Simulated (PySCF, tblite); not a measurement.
# C8H9B+ (doublet): geometry, infrared bands and EPR parameters

Aim: predict the infrared bands and EPR parameters of C8H9B+ (doublet) (`[CH+]=[C]/C=C/CBC#CC`).

Computed with tblite 0.8.0 and PySCF 2.14.0, with density-fitted response routines of our own, on a single molecule in the gas phase. Atoms are numbered from 0 throughout.

## Step 1: The starting structure

18 atoms, charge 1, multiplicity 2; geometry from: force field or distance geometry start.

Bonds of the start (Å): C0–C1 1.34, C1–C2 1.45, C2–C3 1.34, C3–C4 1.48, C4–B5 1.61, B5–C6 1.55, C6–C7 1.21, C7–C8 1.46, C0–H9 1.08, C2–H10 1.11, C3–H11 1.09, C4–H12 1.13, C4–H13 1.10, B5–H14 1.19, C8–H15 1.11, C8–H16 1.12, C8–H17 1.12.

## Step 2: Geometry optimisation with GFN2-xTB

What the job is given:

```
{"job": {"kind": "relax", "xc": "GFN2-xTB", "basis": "xTB"}, "charge": 1, "multiplicity": 2}
C      4.380200    -1.592200    -1.282700
C      3.232600    -1.469900    -1.963500
C      2.006600    -1.054500    -1.308200
C      1.985400    -0.593900    -0.053900
C      0.740300    -0.171000     0.626200
B     -0.552300    -0.301400    -0.333100
C     -1.800400     0.486900     0.148100
C     -2.757000     1.112400     0.540400
C     -3.938900     1.849300     0.989000
H      5.003900    -1.548500    -0.407900
H      1.056900    -1.105900    -1.884100
H      2.901400    -0.543600     0.541000
H      0.763500     0.927400     0.902800
H      0.543100    -0.715200     1.564800
H     -0.810300    -1.416800    -0.662400
H     -4.830100     1.345400     0.562300
H     -4.020100     1.879100     2.109300
H     -3.913800     2.918800     0.651000
```

Command:

```sh
$ OMP_NUM_THREADS=1 python probes_run.py task.json out
```

The driver reads the jobs from task.json and runs them one after another.

**Question.** This job is followed by: GFN2-xTB harmonic vibrations, gas phase; UKS B3LYP, pcH-1 on B C H, non-relativistic, mean-field spin-orbit, GIAO. What will the session give for the following? strongest single infrared mode (GFN2-xTB); zero-point energy (GFN2-xTB); g(iso) (B3LYP); ⟨S²⟩; largest a(iso) (averaged by class).

As calculated:

| quantity | value |
| --- | --- |
| strongest single infrared mode (GFN2-xTB) | 2222 cm⁻¹, 1618 km/mol |
| zero-point energy (GFN2-xTB) | 83.8 kcal/mol |
| g(iso) (B3LYP) | 2.00311 |
| ⟨S²⟩ | 0.760 (exact 0.75) |
| largest a(iso) (averaged by class) | 1H on H9, -31.3 MHz |

What this shows: The optimisation took 142 steps and gained 3.138 eV; among the close pairs (by a distance rule), C0–C1 changed most, from 1.340 to 1.212 Å. The lowest mode is slightly imaginary (20i cm⁻¹), a soft motion within the noise of the Hessian, so the minimum is not strictly shown. The strongest single mode, at 2222 cm⁻¹, moves mainly C7 and C6. Unscaled tight-binding wavenumbers are off by several per cent, some by more. Its intensities can rank the bands wrongly. C0 carries the largest spin population, 0.39 e. The isotropic g lies 0.8 ppt above the free-electron value. These values are for one conformer; the search (at its own cheap level) found 2 more, at 0.01, 0.58 kcal/mol (those within 0.05 may be mirror or relabelled copies), and measured spectra average over such forms.
